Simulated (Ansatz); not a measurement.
# B₂H₂Cl₄: small, medium and large basis sets

An exercise on one series of results from a longer session: the logs are not shown, and one member is left open.

Computed with Ansatz 0.2.0, Gaussian basis. Level: one geometry, several basis sets.

The runs, in order: PBE0-D4/def2-SVP; ωB97M-V/def2-SVP; PBE0-D4/def2-QZVPP; ωB97M-V/def2-QZVPP; the functionals' def2-TZVPP values are taken from earlier runs.

**The geometry**

The geometry comes from an earlier relaxation with PBE0-D4 in a triple-zeta def2 set; it is a stationary point, not always the lowest conformer.

8 atoms, charge 0, spin multiplicity 1.

Atoms are counted from 1 here; the program's logs count them from 0.

Bond lengths: Cl1–B2 1.765 Å, B2–Cl3 1.962 Å, B2–Cl6 1.962 Å, B2–H7 1.185 Å, Cl3–B4 1.962 Å, B4–Cl5 1.765 Å, B4–Cl6 1.962 Å, B4–H8 1.185 Å. Angles: Cl1–B2–Cl3 112.2°, Cl1–B2–Cl6 112.2°, Cl1–B2–H7 118.8°, Cl3–B2–Cl6 93.9°, Cl3–B2–H7 108.4°, Cl6–B2–H7 108.4°, B2–Cl3–B4 86.1°, Cl3–B4–Cl5 112.2°, Cl3–B4–Cl6 93.9°, Cl3–B4–H8 108.4°, Cl5–B4–Cl6 112.2°, Cl5–B4–H8 118.8°, Cl6–B4–H8 108.4°, B2–Cl6–B4 86.1°.

Set-up of the first run:

File in.yaml:

```yaml
crystal:
  periodic: [false, false, false]
  atoms:
    - {symbol: Cl, position_ang: [0.859291, 0.372635, 2.575041]}
    - {symbol: B, position_ang: [1.005375, 0.342227, 0.816277]}
    - {symbol: Cl, position_ang: [-0.414519, 1.371738, -0.063797]}
    - {symbol: B, position_ang: [-1.004203, -0.341928, -0.816097]}
    - {symbol: Cl, position_ang: [-0.875739, -0.377621, -2.576020]}
    - {symbol: Cl, position_ang: [0.423776, -1.369406, 0.053101]}
    - {symbol: H, position_ang: [2.042322, 0.638425, 0.324427]}
    - {symbol: H, position_ang: [-2.036304, -0.636070, -0.312923]}
basis:
  gaussian: {orbitals: def2-SVP}
hamiltonian: {xc: pbe0, dispersion: d4}
output: {orbitals: {seedname: orbitals}}
```

Command:

```console
$ ansatz run in.yaml --threads 4 --pin off --events-out ev --progress --plain --max-ram 10444MiB
```

Steps of the session up to this table: PBE0-D4 in def2-SVP; ωB97M-V in def2-SVP; PBE0-D4 in def2-QZVPP; ωB97M-V in def2-QZVPP.

One of the session's tables, all rows but one given; the rest of the session is left out.

It belongs to the step «Density functionals: the series». 

| functional | basis | HOMO (eV) |
| --- | --- | --- |
| PBE0-D4 | def2-SVP | -8.71 |
| PBE0-D4 | def2-TZVPP | -8.81 |
| PBE0-D4 | def2-QZVPP | -8.84 |
| ωB97M-V | def2-SVP | -10.89 |
| ωB97M-V | def2-TZVPP | -11.04 |
| ωB97M-V | def2-QZVPP | ? |

Estimate the missing values for ωB97M-V, def2-QZVPP.

As computed: HOMO (eV): -11.07. In the column «HOMO (eV)» it is the lowest.
